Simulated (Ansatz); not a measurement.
**GaHF+ (singlet): the correlation ladder, cc-pVDZ**

An exercise on one series of results from a longer session: the logs are not shown, and one member is left open.

Program: Ansatz 0.2.0, Gaussian basis. Level of theory: cc-pVDZ, core rule «outside noble gas», up to 15 orbitals frozen. These are calculated values, not measurements.

The runs, in order: UHF; CCSD(T) on RHF; BCCD(T) on RHF; CISD; CCSDT(Q) on RHF.

34 further runs of the same task are left out: 15 for a known fault of the program, 8 that didn't finish, 11 set aside as unsound or not needed. Runs told in other sessions of the task aren't counted.

### The geometry

The geometry is a PBE0/def2-TZVP stationary point (not a proven minimum) of the parent state, kept for this charge and spin. No spin-orbit coupling is included. The filled d shell of Ga may be among the frozen orbitals whatever the setting's name suggests.

3 atoms, charge 1, spin multiplicity 1.

Atoms are counted from 1 here; the program's logs count them from 0.

Bond lengths: F1–Ga2 1.767 Å, Ga2–H3 1.610 Å. Angles: F1–Ga2–H3 114.2°.

Geometry (Å):

```
F     0.0000    0.0849    1.3980
Ga    0.0000   -0.0430   -0.3646
H     0.0000    1.3743   -1.1284
```

Set-up of the first run:

in.yaml reads:

```yaml
crystal:
  periodic: [false, false, false]
  atoms:
    - {symbol: F, position_ang: [0.000000, 0.084867, 1.398020]}
    - {symbol: Ga, position_ang: [0.000000, -0.042993, -0.364625]}
    - {symbol: H, position_ang: [0.000000, 1.374322, -1.128426]}
basis:
  gaussian: {orbitals: cc-pVDZ}
total_charge: 1
magnetization: {spin_polarized: true, initial_magnetization: 0}
hamiltonian: {xc: hf}
output: {orbitals: {seedname: orbitals}}
```

Run with:

```
> ansatz run in.yaml --threads 1 --pin off --events-out ev --progress --plain --max-ram 2393MiB
```

Steps of the session up to this table: UHF; CCSD(T) on RHF; BCCD(T) on RHF; CISD; CCSDT(Q) on RHF.

One of the session's tables, all rows but one given; the rest of the session is left out.

| method | from RCCSDT(Q) (kJ/mol) |
| --- | --- |
| RHF | +691.6 |
| RMP2 | +44.1 |
| RCCSD | ? |
| RCCSD(T) | +3.7 |
| BCCD(T) | +3.1 |
| RCCSDT | +2.2 |
| RCCSDT(Q) | 0 |

Estimate the missing values for RCCSD.

The run gave: from RCCSDT(Q) (kJ/mol): +19.2. In the column «from RCCSDT(Q) (kJ/mol)» it lies between RCCSD(T) (+3.7) and RMP2 (+44.1).

Not comparable, so not listed: CISD (they don't share determinant, frozen orbitals or solution with the rows shown, or repeat one).
